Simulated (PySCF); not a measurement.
**C4H8Ge (SMILES C=C1C[CH]1[GeH3]): levels of theory compared**

Aim: a comparison of 6 runs (HF/3-21G, HF/def2-SVP, CAM-B3LYP/3-21G, B3LYP/6-31G*, r2SCAN/def2-SVP) of C4H8Ge. The job is set up through a Python script.

The results are computed with PySCF 2.14.0.

## 1. The system as given

C4H8Ge: 13 atoms, total charge 0, spin state singlet. SMILES: `C=C1C[CH]1[GeH3]`. Geometry: a GFN2-xTB relaxation, a rough one for these elements and not checked as a minimum.

Bond lengths: C1–C2 1.308 Å, C2–C3 1.459 Å, C2–C4 1.463 Å, C3–C4 1.526 Å, C4–Ge5 1.953 Å, C1–H6 1.078 Å, C1–H7 1.078 Å, C3–H8 1.082 Å, C3–H9 1.083 Å, C4–H10 1.086 Å, Ge5–H11 1.497 Å, Ge5–H12 1.496 Å, Ge5–H13 1.494 Å. Some angles: C1–C2–C3 148.5°, C1–C2–C4 148.5°, C3–C2–C4 63.0°, C2–C3–C4 58.7°, C2–C4–C3 58.4°, C2–C4–Ge5 120.1°, C3–C4–Ge5 119.2°, C2–C1–H6 121.6°, C2–C1–H7 121.6°, C2–C3–H8 119.0°.

## 2. Energy and forces at HF/3-21G (run 1)

Input file input.xyz:

```xyz
13

C     -0.340740     1.925800     0.959640
C     -0.573420     0.782780     0.367390
C     -1.325390    -0.466580     0.325660
C     -0.257820    -0.147940    -0.716980
Ge     1.422980    -1.141670    -0.695000
H      0.400420     2.614540     0.587230
H     -0.887560     2.228080     1.838500
H     -2.365220    -0.443600     0.028090
H     -1.104140    -1.224650     1.066830
H     -0.617950     0.123560    -1.704610
H      1.310930    -2.420910    -1.464230
H      2.537790    -0.351350    -1.303070
H      1.800120    -1.478060     0.710530
```

Input file calc.py:

```python
import pyscf.grad
from pyscf import gto

mol = gto.M(
    atom='input.xyz',
    max_memory=1860,
    spin=0,
    verbose=4,
    basis='3-21g',
)

mf = mol.RHF()
mf.conv_tol = 1e-10
mf.kernel()
if not mf.converged:
    mf = mf.newton().run(mf.mo_coeff, mf.mo_occ)

energy = mf.e_tot
print('Final energy', energy)
grad = mf.Gradients().kernel()
mf.analyze()
```

Command:

```bash
$ OMP_NUM_THREADS=1 python calc.py
```

Output:

```text
PySCF version 2.14.0

[... 85 lines left out ...]
One-electron Energy =                -3727.497624389324301
[... 8 lines left out ...]
MO #4   energy= -45.9322695682093  occ= 2
[... 6 lines left out ...]
MO #11  energy= -5.0947139972884   occ= 2
[... 6 lines left out ...]
MO #18  energy= -1.54070678750626  occ= 2
[... 6 lines left out ...]
MO #25  energy= -0.615331919900543 occ= 2
[... 6 lines left out ...]
MO #32  energy= -0.359141845512069 occ= 2
[... 6 lines left out ...]
MO #39  energy= 0.319255992785676  occ= 0
[... 6 lines left out ...]
MO #46  energy= 0.459493486852198  occ= 0
[... 6 lines left out ...]
MO #53  energy= 0.99395661335551   occ= 0
[... 6 lines left out ...]
MO #60  energy= 1.25845426184011   occ= 0
[... 6 lines left out ...]
MO #67  energy= 1.41812695479078   occ= 0
[... 6 lines left out ...]
MO #74  energy= 2.45667469657613   occ= 0
[... 51 lines left out ...]
pop of  4 Ge 4pz          0.82692
pop of  4 Ge 5px          0.01049
pop of  4 Ge 5py          0.01070
pop of  4 Ge 5pz          0.01055
pop of  4 Ge 3dxy         1.99439
pop of  4 Ge 3dyz         1.99619
pop of  4 Ge 3dz^2        1.99521
pop of  4 Ge 3dxz         1.99681
pop of  4 Ge 3dx2-y2      1.99681
pop of  5 H 1s            0.88705
pop of  5 H 2s            0.01081
pop of  6 H 1s            0.88596
pop of  6 H 2s            0.01090
pop of  7 H 1s            0.87870
pop of  7 H 2s            0.01090
pop of  8 H 1s            0.88683
pop of  8 H 2s            0.01023
pop of  9 H 1s            0.87509
pop of  9 H 2s            0.00993
pop of  10 H 1s           1.12329
pop of  10 H 2s           0.00112
pop of  11 H 1s           1.12153
pop of  11 H 2s           0.00102
pop of  12 H 1s           1.11877
pop of  12 H 2s           0.00096
 ** Mulliken atomic charges  **
charge of    0C =     -0.23260
charge of    1C =      0.00739
charge of    2C =     -0.19533
charge of    3C =     -0.34494
charge of    4Ge =      0.59856
charge of    5H =      0.10214
charge of    6H =      0.10313
charge of    7H =      0.11040
charge of    8H =      0.10294
charge of    9H =      0.11498
charge of   10H =     -0.12441
charge of   11H =     -0.12254
charge of   12H =     -0.11972
Dipole moment(X, Y, Z, Debye): -0.59305,  0.03431, -0.09805
```

Run time: 4.5 s. Hardware: 1 thread of Intel Xeon at 2.70GHz, shared host; peak memory 0.15 GiB.

## 3. Energy and forces at HF/def2-SVP (run 2)

Input file start.xyz:

```xyz
13

C     -0.340740     1.925800     0.959640
C     -0.573420     0.782780     0.367390
C     -1.325390    -0.466580     0.325660
C     -0.257820    -0.147940    -0.716980
Ge     1.422980    -1.141670    -0.695000
H      0.400420     2.614540     0.587230
H     -0.887560     2.228080     1.838500
H     -2.365220    -0.443600     0.028090
H     -1.104140    -1.224650     1.066830
H     -0.617950     0.123560    -1.704610
H      1.310930    -2.420910    -1.464230
H      2.537790    -0.351350    -1.303070
H      1.800120    -1.478060     0.710530
```

Input file run.py:

```python
from pyscf import gto

mol = gto.M(
    atom='start.xyz',
    max_memory=1860,
    verbose=4,
    basis='def2-svp',
)

hf = mol.RHF()
hf.conv_tol = 1e-10
hf.kernel()
if not hf.converged:
    hf = hf.newton().run(hf.mo_coeff, hf.mo_occ)

e_final = hf.e_tot
print(f'total energy: {e_final:.8f} hartree')
grad = hf.nuc_grad_method().kernel()
dip = hf.dip_moment()
pop, q = hf.mulliken_pop()
```

Command:

```bash
$ OMP_NUM_THREADS=1 python run.py
```

Output:

```text
PySCF version 2.14.0

[... 69 lines left out ...]
converged SCF energy = -2231.03719510676
total energy: -2231.03719511 hartree
[... 11 lines left out ...]
Dipole moment(X, Y, Z, Debye): -0.58044,  0.00839, -0.13604
[... 103 lines left out ...]
pop of  7 H 2pz           0.00477
pop of  8 H 1s            0.75329
pop of  8 H 2s            0.15603
pop of  8 H 2px           0.00352
pop of  8 H 2py           0.01120
pop of  8 H 2pz           0.01117
pop of  9 H 1s            0.74359
pop of  9 H 2s            0.14522
pop of  9 H 2px           0.00510
pop of  9 H 2py           0.00508
pop of  9 H 2pz           0.01556
pop of  10 H 1s           0.73996
pop of  10 H 2s           0.39088
pop of  10 H 2px          0.00085
pop of  10 H 2py          0.00814
pop of  10 H 2pz          0.00337
pop of  11 H 1s           0.74002
pop of  11 H 2s           0.38950
pop of  11 H 2px          0.00658
pop of  11 H 2py          0.00342
pop of  11 H 2pz          0.00242
pop of  12 H 1s           0.74010
pop of  12 H 2s           0.38624
pop of  12 H 2px          0.00154
pop of  12 H 2py          0.00135
pop of  12 H 2pz          0.00956
 ** Mulliken atomic charges  **
charge of    0C =     -0.07874
charge of    1C =     -0.08166
charge of    2C =      0.00821
charge of    3C =     -0.42989
charge of    4Ge =      0.69237
charge of    5H =      0.04667
charge of    6H =      0.04764
charge of    7H =      0.06909
charge of    8H =      0.06479
charge of    9H =      0.08546
charge of   10H =     -0.14319
charge of   11H =     -0.14194
charge of   12H =     -0.13880
```

Run time: 25 s. Hardware: 1 thread of Intel Xeon at 2.70GHz, shared host; peak memory 0.38 GiB.

## 4. Energy and forces at CAM-B3LYP/3-21G (run 3)

Input file calc.py:

```python
from pyscf import gto, dft

mol = gto.Mole()
mol.atom = '''
C       -0.340740       1.925800       0.959640
C       -0.573420       0.782780       0.367390
C       -1.325390      -0.466580       0.325660
C       -0.257820      -0.147940      -0.716980
Ge       1.422980      -1.141670      -0.695000
H        0.400420       2.614540       0.587230
H       -0.887560       2.228080       1.838500
H       -2.365220      -0.443600       0.028090
H       -1.104140      -1.224650       1.066830
H       -0.617950       0.123560      -1.704610
H        1.310930      -2.420910      -1.464230
H        2.537790      -0.351350      -1.303070
H        1.800120      -1.478060       0.710530
'''
mol.basis = '3-21g'
mol.charge = 0
mol.verbose = 4
mol.spin = 0
mol.max_memory = 1860
mol.build()

mf = dft.RKS(mol)
mf.xc = 'cam-b3lyp'
mf.conv_tol = 1e-10
mf.grids.level = 5
mf.kernel()
if not mf.converged:
    mf = mf.newton().run(mf.mo_coeff, mf.mo_occ)

energy = mf.e_tot
print('E = %.10f Eh' % energy)
grad = mf.nuc_grad_method().kernel()
dip = mf.dip_moment()
pop, q = mf.mulliken_pop()
```

Command:

```bash
$ OMP_NUM_THREADS=1 python calc.py
```

Output:

```text
PySCF version 2.14.0

[... 81 lines left out ...]
converged SCF energy = -2223.25112040915
[... 13 lines left out ...]
Dipole moment(X, Y, Z, Debye): -0.52894, -0.00022, -0.10761
[... 49 lines left out ...]
pop of  4 Ge 4py          0.56639
pop of  4 Ge 4pz          0.58973
pop of  4 Ge 5px          0.13421
pop of  4 Ge 5py          0.19053
pop of  4 Ge 5pz          0.21106
pop of  4 Ge 3dxy         1.98258
pop of  4 Ge 3dyz         1.98897
pop of  4 Ge 3dz^2        1.98579
pop of  4 Ge 3dxz         1.99009
pop of  4 Ge 3dx2-y2      1.99021
pop of  5 H 1s            0.47217
pop of  5 H 2s            0.33867
pop of  6 H 1s            0.47206
pop of  6 H 2s            0.33859
pop of  7 H 1s            0.46509
pop of  7 H 2s            0.31615
pop of  8 H 1s            0.46583
pop of  8 H 2s            0.31867
pop of  9 H 1s            0.45978
pop of  9 H 2s            0.30769
pop of  10 H 1s           0.43175
pop of  10 H 2s           0.67794
pop of  11 H 1s           0.43190
pop of  11 H 2s           0.67801
pop of  12 H 1s           0.43206
pop of  12 H 2s           0.67317
 ** Mulliken atomic charges  **
charge of    0C =     -0.51121
charge of    1C =      0.00187
charge of    2C =     -0.35413
charge of    3C =     -0.50774
charge of    4Ge =      0.65072
charge of    5H =      0.18916
charge of    6H =      0.18935
charge of    7H =      0.21877
charge of    8H =      0.21550
charge of    9H =      0.23253
charge of   10H =     -0.10969
charge of   11H =     -0.10990
charge of   12H =     -0.10522
```

It took 38 s on 1 thread of Intel Xeon at 2.70GHz, shared host; peak memory 0.73 GiB.

Runs 4 to 5 aren't shown in full; the table further down has their settings and results.

## 5. Energy and forces at r2SCAN/def2-SVP (run 6)

Input file run.py:

```python
import pyscf.grad
from pyscf import gto, dft

mol = gto.M(
    atom='''
C     -0.643905     3.639235     1.813457
C     -1.083607     1.479240     0.694266
C     -2.504624    -0.881708     0.615408
C     -0.487209    -0.279566    -1.354896
Ge     2.689042    -2.157444    -1.313360
H      0.756684     4.940765     1.109704
H     -1.677245     4.210461     3.474261
H     -4.469618    -0.838283     0.053082
H     -2.086522    -2.314253     2.016017
H     -1.167756     0.233495    -3.221246
H      2.477299    -4.574857    -2.766994
H      4.795728    -0.663955    -2.462445
H      3.401734    -2.793129     1.342707
''',
    verbose=4,
    charge=0,
    unit='bohr',
    basis='def2-svp',
    max_memory=1860,
)

calc0 = dft.RKS(mol, xc='r2scan')
calc0.grids.level = 5
calc0.conv_tol = 1e-10
calc0.kernel()
if not calc0.converged:
    calc0 = calc0.newton().run(calc0.mo_coeff, calc0.mo_occ)

e_final = calc0.e_tot
print(f'total energy: {e_final:.8f} hartree')
grad = calc0.Gradients().kernel()
calc0.analyze()
```

Command:

```bash
$ OMP_NUM_THREADS=1 python run.py
```

Output:

```text
PySCF version 2.14.0

[... 102 lines left out ...]
Nuclear Repulsion Energy =             319.442556171629406
[... 13 lines left out ...]
MO #8   energy= -10.0623981087166  occ= 2
[... 11 lines left out ...]
MO #20  energy= -0.683551486762853 occ= 2
[... 11 lines left out ...]
MO #32  energy= -0.236501964380616 occ= 2
[... 11 lines left out ...]
MO #44  energy= 0.20619803431232   occ= 0
[... 11 lines left out ...]
MO #56  energy= 0.490157121698852  occ= 0
[... 11 lines left out ...]
MO #68  energy= 0.70988798569813   occ= 0
[... 11 lines left out ...]
MO #80  energy= 1.22949732843842   occ= 0
[... 11 lines left out ...]
MO #92  energy= 1.68838493582565   occ= 0
[... 11 lines left out ...]
MO #104 energy= 1.98299826887863   occ= 0
[... 11 lines left out ...]
MO #116 energy= 2.56438681578062   occ= 0
[... 11 lines left out ...]
MO #128 energy= 3.39105470794921   occ= 0
[... 105 lines left out ...]
pop of  8 H 1s            0.87963
pop of  8 H 2s            0.00857
pop of  8 H 2px           0.00024
pop of  8 H 2py           0.00071
pop of  8 H 2pz           0.00076
pop of  9 H 1s            0.86987
pop of  9 H 2s            0.00860
pop of  9 H 2px           0.00035
pop of  9 H 2py           0.00038
pop of  9 H 2pz           0.00097
pop of  10 H 1s           1.05838
pop of  10 H 2s           0.00391
pop of  10 H 2px          0.00010
pop of  10 H 2py          0.00201
pop of  10 H 2pz          0.00078
pop of  11 H 1s           1.05574
pop of  11 H 2s           0.00389
pop of  11 H 2px          0.00155
pop of  11 H 2py          0.00083
pop of  11 H 2pz          0.00052
pop of  12 H 1s           1.05343
pop of  12 H 2s           0.00383
pop of  12 H 2px          0.00026
pop of  12 H 2py          0.00021
pop of  12 H 2pz          0.00245
 ** Mulliken atomic charges  **
charge of    0C =     -0.26179
charge of    1C =      0.02552
charge of    2C =     -0.21377
charge of    3C =     -0.28403
charge of    4Ge =      0.35224
charge of    5H =      0.11168
charge of    6H =      0.11242
charge of    7H =      0.11568
charge of    8H =      0.11011
charge of    9H =      0.11983
charge of   10H =     -0.06518
charge of   11H =     -0.06253
charge of   12H =     -0.06018
Dipole moment(X, Y, Z, Debye): -0.57568, -0.01218, -0.14111
```

Run time: 1.7 min. Hardware: 1 thread of Intel Xeon at 2.70GHz, shared host; peak memory 1.4 GiB.

## 6. All runs side by side

| run | level | integration grid | Cartesian functions | energy (Eh) | dipole moment (D) | HOMO energy (eV) | LUMO energy (eV) | wall time |
| --- | --- | --- | --- | --- | --- | --- | --- | --- |
| 1 | HF/3-21G | – | no | -2220.509143 | 0.60 | -9.77 | 4.25 | 4.5 s |
| 2 | HF/def2-SVP | – | no | -2231.037195 | 0.60 | -9.85 | 3.97 | 25 s |
| 3 | CAM-B3LYP/3-21G | 5 | no | -2223.251120 | 0.54 | -8.49 | 1.76 | 38 s |
| 4 | B3LYP/6-31G* (spherical functions) | 5 | no | -2233.912311 | 0.65 | -6.86 | 0.21 | 57 s |
| 5 | B3LYP/6-31G* (Cartesian functions) | 5 | yes | -2233.920580 | 0.66 | -6.87 | 0.20 | 61 s |
| 6 | r2SCAN/def2-SVP | 5 | no | -2233.678005 | 0.59 | -6.44 | -0.64 | 1.7 min |

## 7. Results

| quantity | value |
| --- | --- |
| run 6: total energy | -2233.67800 Eh |
| run 6: dipole moment | 0.59 D |
| run 6: HOMO energy | -6.44 eV |
| run 6: LUMO energy | -0.64 eV |
| run 6: HOMO–LUMO gap | 5.80 eV |
| run 6: largest force on an atom | 1.114 eV/Å |

In words: The dipole moment (its size) runs from 0.54 D (CAM-B3LYP/3-21G) to 0.66 D (B3LYP/6-31G*). The two ends differ in method and basis. The HOMO–LUMO gap runs from 5.80 eV (r2SCAN/def2-SVP) to 14.03 eV (HF/3-21G). Totals of different functionals can't be ranked against each other. All runs together took 4.8 min, the longest 1.7 min.
